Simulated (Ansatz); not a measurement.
# InSb3 (Fm-3m) in Ansatz: further runs

Runs on InSb3. Level: r2SCAN. Tasks: band structure, single point, equation of state.

Program: Ansatz 0.2.0. These are calculated values, not measurements. Logs are shortened: lines on timing, memory, paths and dates and some standing lists are left out, and cuts for length are marked.

### Step 1. The structure

Symmetry: Fm-3m, No. 225, cubic system. The conventional cell has a = 7.589 Å, b = 7.589 Å, c = 7.589 Å, α = 90.00°, β = 90.00°, γ = 90.00°. Around Sb (site symmetry m-3m) lie 8 Sb at 3.29 Å. Sb (site symmetry -43m) is surrounded by 4 In at 3.29 Å and 4 Sb at 3.29 Å. In (site symmetry m-3m) is surrounded by 8 Sb at 3.29 Å.

The cell comes from a database or a generator and needn't be the stable form of this composition.

### Step 2. Band structure, r2SCAN

File input.yaml:

```yaml
crystal:
  lattice:
    - [0.0, 3.794555, 3.794555]
    - [3.794555, 0.0, 3.794555]
    - [3.794555, 3.794555, 0.0]
  atoms:
    - { symbol: Sb, position: [0.5, 0.5, 0.5] }
    - { symbol: Sb, position: [0.75, 0.75, 0.75] }
    - { symbol: Sb, position: [0.25, 0.25, 0.25] }
    - { symbol: In, position: [0.0, 0.0, 0.0] }
hamiltonian:
  xc: r2scan
  pseudopotentials: { kind: paw }
kpoints:
  mp_grid: { grid: [6, 6, 6] }
  band_path:
    path:
      - [[0.0, 0.0, 0.0], [0.5, 0.0, 0.5], [0.5, 0.25, 0.75], [0.375, 0.375, 0.75], [0.0, 0.0, 0.0], [0.5, 0.5, 0.5], [0.625, 0.25, 0.625], [0.5, 0.25, 0.75], [0.5, 0.5, 0.5], [0.375, 0.375, 0.75]]
      - [[0.625, 0.25, 0.625], [0.5, 0.0, 0.5]]
    npoints: 14
scf:
  occupations: { method: fermi_dirac, width: 0.05 }
  n_extra_bands: 10
output:
  forces: true
  stress: true
  eigenvalues: true
  fatbands: false
  write_density: true
  write_potential: true
  elf: true
  volumetric_format: npy
```

Potentials or basis: Ansatz PAW.

Launch:

```bash
> ansatz run input.yaml --threads 2 --pin off --max-ram 5632MiB --backend cpu --events-out ev --progress --plain --runs-dir out
```

The log of the run:

```text
Warning: RAYON_NUM_THREADS=2 ignored (pool sized by the plan → 2); use --threads N
scf.n_extra_bands = 10 over 29 filled bands (N_el = 58.0): the run solves 39 bands
Engine: ansatz 0.2.0, aarch64-unknown-linux-gnu
Pseudopotentials: kind: paw
Pseudopotential: Sb, paw, valence charge 15, recommended cutoff 500 eV (meta_gga), Sb.paw.azcp
Pseudopotential: In, paw, valence charge 13, recommended cutoff 500 eV (meta_gga), In.paw.azcp
Functional definition: r2SCAN
  parameter k0 = 0.174
  parameter k1 = 0.065
  parameter a1 = 4.9479
  exchange = r2scan_x(k0 = k0, k1 = k1, a1 = a1)
  correlation = r2scan_c
Crystal: 4 atoms, lattice volume = 109.273 Å³
Basis set: ecut = 500 eV, 2733 PW (Γ), exchange–correlation on 160×160×160 points (64 copies of the dense FFT grid, shifted against one another)
Bands: 39, of which v1, the nominal top of the filled ones, is band 29 counted from 1 (28 counted from 0)
Symmetry: 48 space group operations
Space group: Fm-3m (ITA 225), of the structure as read, at distance tolerance 4.8e-5 Å
k-points: 16 of 216
Non-local potential: Sb, projectors of the file, l = 0: 2, l = 1: 2, l = 2: 2, l = 3: 2
Non-local potential: In, projectors of the file, l = 0: 2, l = 1: 2, l = 2: 2, l = 3: 2
PAW form: soft (Blöchl's): semilocal exchange-correlation on the pseudo side does not see the compensation charge
PAW frozen core: Sb, regenerated for the run's functional (the file was generated under x = pbe(κ = 0.804, μ = 0.2195149727645171), c = pbe(β = 0.06672455060314922))
PAW frozen core: In, regenerated for the run's functional (the file was generated under x = pbe(κ = 0.804, μ = 0.2195149727645171), c = pbe(β = 0.06672455060314922))
PAW one-centre angular grid: Sb, 590 points (default); XC on 160 Gauss nodes
PAW one-centre angular grid: In, 590 points (default); XC on 289 of its mesh's 2783 points in the sphere
Initial density: superposition of atomic densities (neutral atoms: chi_scale 0, normalization atom), corrected by the library's trained network
Initial wavefunctions: pseudopotential atomic-orbital guess
Functional: x = r2scan, c = r2scan; τ floored in thin density (d = 2e-4 eV/Å³)
SCF iter   1: F=—  HF=-25108.098798 eV  |F-HF|=—  |Δ(HF+E_count)|=         —  Δρ=6.64e-3  dr2=3.93e-2  dr2_τ=1.53e-3  ethr=1.77e-3  ⟨swp⟩=9.6  Hψ=3178  notcnv=0  defer=8
preconditioner: auto → Resta (q_TF=auto, 2.455 Å⁻¹)  ε∞=3.0  [insulator: Δε(μ)=0.233 eV  Ē_g=13.317 eV  σ=0.050 eV  W_gap=0.69  n_scr=26 (ndim 8)  ℏωp=18.8 eV  f_vac=0.000  D(μ)=3.05/eV (n_scr^D=14)  ε∞_Penn≈3.0]
SCF iter   2: F=—  HF=-25108.132262 eV  |F-HF|=—  |Δ(HF+E_count)|=   3.35e-2  Δρ=3.16e-3  dr2=8.51e-3  dr2_τ=1.77e-4  ethr=6.78e-5  ⟨swp⟩=2.0  Hψ=1052  notcnv=0  defer=35
SCF iter   3: F=—  HF=-25108.135205 eV  |F-HF|=—  |Δ(HF+E_count)|=   2.94e-3  Δρ=8.28e-4  dr2=5.10e-4  dr2_τ=2.19e-5  ethr=1.47e-5  ⟨swp⟩=2.0  Hψ=739  notcnv=0  defer=35
SCF iter   4: F=—  HF=-25108.135568 eV  |F-HF|=—  |Δ(HF+E_count)|=   3.63e-4  Δρ=1.73e-4  dr2=2.55e-5  dr2_τ=3.55e-7  ethr=8.80e-7  ⟨swp⟩=2.0  Hψ=821  notcnv=0  defer=35
SCF iter   5: F=—  HF=-25108.135601 eV  |F-HF|=—  |Δ(HF+E_count)|=   3.28e-5  Δρ=4.41e-5  dr2=1.86e-6  dr2_τ=3.16e-8  ethr=4.39e-8  ⟨swp⟩=2.0  Hψ=766  notcnv=0  defer=35
SCF iter   6: F=—  HF=-25108.135605 eV  |F-HF|=—  |Δ(HF+E_count)|=   3.83e-6  Δρ=1.03e-5  dr2=1.54e-7  dr2_τ=1.24e-9  ethr=3.20e-9  ⟨swp⟩=2.0  Hψ=1068  notcnv=0  defer=35
SCF iter   7: F=-25108.135605 eV  HF=-25108.135605 eV  |F-HF|=1.55e-9  |Δ(HF+E_count)|=   2.14e-7  Δρ=3.53e-6  dr2=1.38e-8  dr2_τ=1.44e-10  ethr=1.72e-10  ⟨swp⟩=15.9  Hψ=4638  notcnv=0
SCF 1 converged in 7 iterations: F = -25108.135605 eV  dr2 = 1.38e-8
NSCF: frozen V_eff on 142 k-points
SCF converged after 7 iterations
Free energy (F): -25108.135605 eV
Harris-Foulkes:  -25108.135605 eV  (|F-HF|=1.55e-9)
Internal energy: -25108.110302 eV  (E = F + TS)
E sigma→0 (E₀):  -25108.122954 eV
Entropy (-TS):   -0.025303 eV (-6.326 meV/atom)
Fermi energy:    11.029069 eV
--- Per-component energies (eV) ---
  E_band       = -514.425982
  E_kinetic    = 857.557036
  E_local      = -5458.439149  (includes V_loc(G=0)·N_el)
  E_nonlocal   = 1454.104523
  E_hartree    = 2421.591313
  E_xc         = -582.285930
  E_vxc        = -414.298075  (∫ρ·V_xc dr)
  E_paw        = -17985.427083  (= ΣΔE_a)
  E_vpaw       = -1824.938654  (= ΣTr[D̂ρ^β])
  E_aug_tail   = 0.000006  (compensation charges beyond the density's cutoff)
  E_vtau       = 28.406441  (kinetic-family band-sum trace: ∫τ·v_τ [+ j·A + Jᵃ·Aᵃ] dr)
  E_ewald      = -5817.694674
  E_core_change = 2.483657  (= ΣΔE_core)
  E_smearing   = -0.025303  (= −TS)
  E_closure    = -0.000000  (closes the sum)
  Σ components = -25108.135605   (vs F -25108.135605, Δ=0.00e0)
--- Forces (eV/Å), atoms counted from 1 ---
  atom   1  Sb     0.00000000    -0.00000000    -0.00000000
  atom   2  Sb     0.00000000     0.00000000     0.00000000
  atom   3  Sb    -0.00000000    -0.00000000     0.00000000
  atom   4  In    -0.00000000     0.00000000    -0.00000000
  max |Σ_I F_I| component: 2.31e-18 eV/Å
--- Stress (GPa, compression-positive) ---
       -1.082940       0.000000      -0.000000
        0.000000      -1.082940       0.000000
       -0.000000      -0.000000      -1.082940
  P = ⅓ Tr σ = -1.0829 GPa (-10.829 kbar)
--- Band table (eV; the first three rows and the last of 16) ---
  k-point 0: bands = ["-19.3278", "-19.3278", "-19.3278", "-19.3263", "-19.3263", "-19.0221", "-19.0221", "-19.0188", "-19.0188", "-19.0188", "-19.0015", "-19.0015", "-19.0015", "-18.9919", "-18.9919", "-4.3733", "-4.3733", "-4.3733", "-4.3420", "-4.3420", "-1.8997", "2.8880", "4.0034", "8.3053", "8.3053", "8.3053", "8.3715", "8.3715", "8.3715", "8.6659", "10.1644", "10.1644", "10.1644", "14.7783", "14.7783", "18.0077", "18.0077", "18.0077", "23.1136"]
  k-point 1: bands = ["-19.3282", "-19.3282", "-19.3274", "-19.3259", "-19.3259", "-19.0204", "-19.0204", "-19.0174", "-19.0174", "-19.0166", "-19.0041", "-19.0023", "-19.0023", "-18.9939", "-18.9939", "-4.3770", "-4.3717", "-4.3717", "-4.3425", "-4.3425", "-1.6829", "2.5976", "3.5813", "7.1984", "7.6874", "7.6874", "8.0172", "8.8117", "8.8117", "10.3339", "10.3673", "10.3673", "11.9813", "15.5823", "15.5823", "16.3387", "17.4840", "17.4840", "21.7775"]
  k-point 2: bands = ["-19.3292", "-19.3292", "-19.3266", "-19.3251", "-19.3251", "-19.0154", "-19.0154", "-19.0144", "-19.0144", "-19.0123", "-19.0094", "-19.0042", "-19.0042", "-18.9995", "-18.9995", "-4.3850", "-4.3689", "-4.3689", "-4.3431", "-4.3431", "-1.0516", "1.5477", "3.0936", "6.2993", "7.3489", "7.3489", "8.4407", "8.4407", "8.8859", "11.6056", "11.6056", "12.8330", "13.0506", "15.4221", "15.7309", "15.7309", "17.6183", "17.6183", "21.4032"]
  k-point 15: bands = ["-19.3305", "-19.3291", "-19.3260", "-19.3249", "-19.3240", "-19.0200", "-19.0174", "-19.0145", "-19.0141", "-19.0098", "-19.0085", "-19.0057", "-19.0016", "-19.0010", "-18.9960", "-4.3895", "-4.3707", "-4.3606", "-4.3520", "-4.3416", "0.7058", "0.7853", "1.4267", "4.0883", "6.6976", "7.3103", "9.0455", "9.8961", "11.9465", "12.4063", "12.8926", "12.9131", "14.2671", "15.2034", "15.6567", "15.6761", "18.2683", "19.0817", "19.2740"]
```

Wall time 16 s (2 threads of Arm Neoverse V2, shared host); peak memory 0.8 GiB.

Results:

```yaml
Free_energy: -25108.1356 eV
Pressure: -1.1 GPa
Band_gap_on_the_k_mesh: none (metal or under the smearing width)
```

Levels at the corners of the path, in eV from the Fermi level:
```csv
point,band 25,band 26,band 27,band 28,band 29,band 30,band 31,band 32,band 33,band 34
Γ,-2.72,-2.72,-2.66,-2.66,-2.66,-2.36,-0.86,-0.86,-0.86,3.75
X,-5.45,-5.45,0.37,0.75,0.75,1.32,1.61,1.72,1.72,4.24
W,-3.24,-3.24,-2.67,-2.29,1.03,1.24,1.95,1.95,3.53,4.31
K,-5.10,-3.10,-1.69,-0.83,-0.14,0.86,1.14,2.49,3.16,4.67
Γ,-2.72,-2.72,-2.66,-2.66,-2.66,-2.36,-0.86,-0.86,-0.86,3.75
L,-3.75,-3.75,-2.85,-2.85,-0.31,-0.23,1.91,1.91,3.17,3.17
U,-5.10,-3.10,-1.69,-0.83,-0.14,0.86,1.14,2.49,3.16,4.67
W,-3.24,-3.24,-2.67,-2.29,1.03,1.24,1.95,1.95,3.53,4.31
L,-3.75,-3.75,-2.85,-2.85,-0.31,-0.23,1.91,1.91,3.17,3.17
K,-5.10,-3.10,-1.69,-0.83,-0.14,0.86,1.14,2.49,3.16,4.67
U,-5.10,-3.10,-1.69,-0.83,-0.14,0.86,1.14,2.49,3.16,4.67
X,-5.45,-5.45,0.37,0.75,0.75,1.32,1.61,1.72,1.72,4.24
```

Caveat: spin-orbit coupling is left out, which moves the levels of the heavy elements; the PAW data sets come from PBE, with cores solved anew for the run's functional, which leaves a small shift of forces and pressure.

### Step 3. Single point, r2SCAN, 25.68 Å³/atom (volume scaled by 0.94)

File input.yaml:

```yaml
crystal:
  lattice:
    - [0.0, 3.7170933668, 3.7170933668]
    - [3.7170933668, 0.0, 3.7170933668]
    - [3.7170933668, 3.7170933668, 0.0]
  atoms:
    - { symbol: Sb, position: [0.5, 0.5, 0.5] }
    - { symbol: Sb, position: [0.75, 0.75, 0.75] }
    - { symbol: Sb, position: [0.25, 0.25, 0.25] }
    - { symbol: In, position: [0.0, 0.0, 0.0] }
hamiltonian:
  xc: r2scan
  pseudopotentials: { kind: paw }
kpoints:
  mp_grid: { grid: [6, 6, 6] }
scf:
  occupations: { method: fermi_dirac, width: 0.05 }
output:
  forces: true
  stress: true
  eigenvalues: true
```

Potentials or basis: Ansatz PAW.

Launch:

```bash
> ansatz run input.yaml --threads 2 --pin off --max-ram 5632MiB --backend cpu --events-out ev --progress --plain --runs-dir out
```

It took 4.2 s on 2 threads of Arm Neoverse V2, shared host; peak memory 0.66 GiB.

It converged, with:

| Quantity | Value |
| --- | --- |
| Free energy | -25108.1087 eV |
| Pressure | 2.6 GPa |
| Band gap on the k mesh | none (metal or under the smearing width) |

Caveat: the PAW data sets come from PBE, with cores solved anew for the run's functional, which leaves a small shift of forces and pressure.

### Step 4. Single point, r2SCAN, 26.23 Å³/atom (volume scaled by 0.96)

input.yaml, as its differences from that of step 3:

```diff
@@ -2,5 +2,5 @@
   lattice:
-    - [0.0, 3.7170933668, 3.7170933668]
-    - [3.7170933668, 0.0, 3.7170933668]
-    - [3.7170933668, 3.7170933668, 0.0]
+    - [0.0, 3.7432709431, 3.7432709431]
+    - [3.7432709431, 0.0, 3.7432709431]
+    - [3.7432709431, 3.7432709431, 0.0]
   atoms:
```

Launch:

```bash
> ansatz run input.yaml --threads 2 --pin off --max-ram 5632MiB --backend cpu --events-out ev --progress --plain --runs-dir out
```

Run time: 4.2 s. Hardware: 2 threads of Arm Neoverse V2, shared host; peak memory 0.68 GiB.

The run converged. Its results:

- Free energy: -25108.1349 eV
- Pressure: 1.2 GPa
- Band gap on the k mesh: none (metal or under the smearing width)

Caveat: the PAW data sets come from PBE, with cores solved anew for the run's functional, which leaves a small shift of forces and pressure.

### Step 5. Single point, r2SCAN, 26.77 Å³/atom (volume scaled by 0.98)

input.yaml, as its differences from that of step 4:

```diff
@@ -2,5 +2,5 @@
   lattice:
-    - [0.0, 3.7432709431, 3.7432709431]
-    - [3.7432709431, 0.0, 3.7432709431]
-    - [3.7432709431, 3.7432709431, 0.0]
+    - [0.0, 3.7690874206, 3.7690874206]
+    - [3.7690874206, 0.0, 3.7690874206]
+    - [3.7690874206, 3.7690874206, 0.0]
   atoms:
@@ -21 +21,5 @@
   eigenvalues: true
+  write_density: true
+  write_potential: true
+  elf: true
+  volumetric_format: npy
```

Launch:

```bash
> ansatz run input.yaml --threads 2 --pin off --max-ram 5632MiB --backend cpu --events-out ev --progress --plain --runs-dir out
```

Run time: 5.3 s. Hardware: 2 threads of Arm Neoverse V2, shared host; peak memory 0.68 GiB.

The run converged. Its results:

* Free energy: -25108.1431 eV
* Pressure: 0.0 GPa
* Band gap on the k mesh: none (metal or under the smearing width)

Caveat: the PAW data sets come from PBE, with cores solved anew for the run's functional, which leaves a small shift of forces and pressure.

### Step 6. Single point, r2SCAN, 27.32 Å³/atom

input.yaml, as its differences from that of step 5:

```diff
@@ -2,5 +2,5 @@
   lattice:
-    - [0.0, 3.7690874206, 3.7690874206]
-    - [3.7690874206, 0.0, 3.7690874206]
-    - [3.7690874206, 3.7690874206, 0.0]
+    - [0.0, 3.794555, 3.794555]
+    - [3.794555, 0.0, 3.794555]
+    - [3.794555, 3.794555, 0.0]
   atoms:
@@ -21,5 +21 @@
   eigenvalues: true
-  write_density: true
-  write_potential: true
-  elf: true
-  volumetric_format: npy
```

Potentials or basis: Ansatz PAW.

Launch:

```bash
> ansatz run input.yaml --threads 2 --pin off --max-ram 5632MiB --backend cpu --events-out ev --progress --plain --runs-dir out
```

Run time: 4.1 s. Hardware: 2 threads of Arm Neoverse V2, shared host; peak memory 0.68 GiB.

It converged, with:

- Free energy: -25108.1356 eV
- Pressure: -1.1 GPa
- Band gap on the k mesh: none (metal or under the smearing width)

Caveat: the PAW data sets come from PBE, with cores solved anew for the run's functional, which leaves a small shift of forces and pressure.

### Step 7. Single point, r2SCAN, 27.86 Å³/atom (volume scaled by 1.02)

input.yaml, as its differences from that of step 6:

```diff
@@ -2,5 +2,5 @@
   lattice:
-    - [0.0, 3.794555, 3.794555]
-    - [3.794555, 0.0, 3.794555]
-    - [3.794555, 3.794555, 0.0]
+    - [0.0, 3.8196852357, 3.8196852357]
+    - [3.8196852357, 0.0, 3.8196852357]
+    - [3.8196852357, 3.8196852357, 0.0]
   atoms:
@@ -21 +21,5 @@
   eigenvalues: true
+  write_density: true
+  write_potential: true
+  elf: true
+  volumetric_format: npy
```

Launch:

```bash
> ansatz run input.yaml --threads 2 --pin off --max-ram 5632MiB --backend cpu --events-out ev --progress --plain --runs-dir out
```

Wall time 5.7 s (2 threads of Arm Neoverse V2, shared host); peak memory 0.68 GiB.

It converged, with:

| Item | Value |
| --- | --- |
| Free energy | -25108.1142 eV |
| Pressure | -2.0 GPa |
| Band gap on the k mesh | none (metal or under the smearing width) |

Caveat: the PAW data sets come from PBE, with cores solved anew for the run's functional, which leaves a small shift of forces and pressure.

### Step 8. Single point, r2SCAN, 28.41 Å³/atom (volume scaled by 1.04)

input.yaml, as its differences from that of step 7:

```diff
@@ -2,5 +2,5 @@
   lattice:
-    - [0.0, 3.8196852357, 3.8196852357]
-    - [3.8196852357, 0.0, 3.8196852357]
-    - [3.8196852357, 3.8196852357, 0.0]
+    - [0.0, 3.8444890816, 3.8444890816]
+    - [3.8444890816, 0.0, 3.8444890816]
+    - [3.8444890816, 3.8444890816, 0.0]
   atoms:
@@ -21,5 +21 @@
   eigenvalues: true
-  write_density: true
-  write_potential: true
-  elf: true
-  volumetric_format: npy
```

Launch:

```bash
> ansatz run input.yaml --threads 2 --pin off --max-ram 5632MiB --backend cpu --events-out ev --progress --plain --runs-dir out
```

Run time: 4.7 s. Hardware: 2 threads of Arm Neoverse V2, shared host; peak memory 0.67 GiB.

The run converged. Its results:

| Quantity | Value |
| --- | --- |
| Free energy | -25108.0806 eV |
| Pressure | -2.9 GPa |
| Band gap on the k mesh | none (metal or under the smearing width) |

Caveat: the PAW data sets come from PBE, with cores solved anew for the run's functional, which leaves a small shift of forces and pressure.

### Step 9. Single point, r2SCAN, 28.96 Å³/atom (volume scaled by 1.06)

input.yaml, as its differences from that of step 8:

```diff
@@ -2,5 +2,5 @@
   lattice:
-    - [0.0, 3.8444890816, 3.8444890816]
-    - [3.8444890816, 0.0, 3.8444890816]
-    - [3.8444890816, 3.8444890816, 0.0]
+    - [0.0, 3.8689769334, 3.8689769334]
+    - [3.8689769334, 0.0, 3.8689769334]
+    - [3.8689769334, 3.8689769334, 0.0]
   atoms:
```

Potentials or basis: Ansatz PAW.

Launch:

```bash
> ansatz run input.yaml --threads 2 --pin off --max-ram 5632MiB --backend cpu --events-out ev --progress --plain --runs-dir out
```

Run time: 4.9 s. Hardware: 2 threads of Arm Neoverse V2, shared host; peak memory 0.68 GiB.

Results (log left out):

- Free energy: -25108.0362 eV
- Pressure: -3.6 GPa
- Band gap on the k mesh: none (metal or under the smearing width)

Caveat: the PAW data sets come from PBE, with cores solved anew for the run's functional, which leaves a small shift of forces and pressure.

### Step 10. Equation of state, r2SCAN

Potentials or basis: Ansatz PAW.

This step only gathers the single runs of the series.

What came out:

| Quantity | Value |
| --- | --- |
| Equilibrium volume | 26.77 Å³/atom |
| Bulk modulus | 57 GPa |
| Pressure derivative of the bulk modulus | 5.2 |

Energy against volume, from the lowest point:
```
volume (Å³/atom)  energy (meV/atom)
          25.679               8.61
          26.226               2.07
          26.772               0.00
          27.318               1.88
          27.865               7.23
          28.411              15.64
          28.957              26.74
```

Caveat: the PAW data sets were made with another functional, which shifts forces and pressure a little.
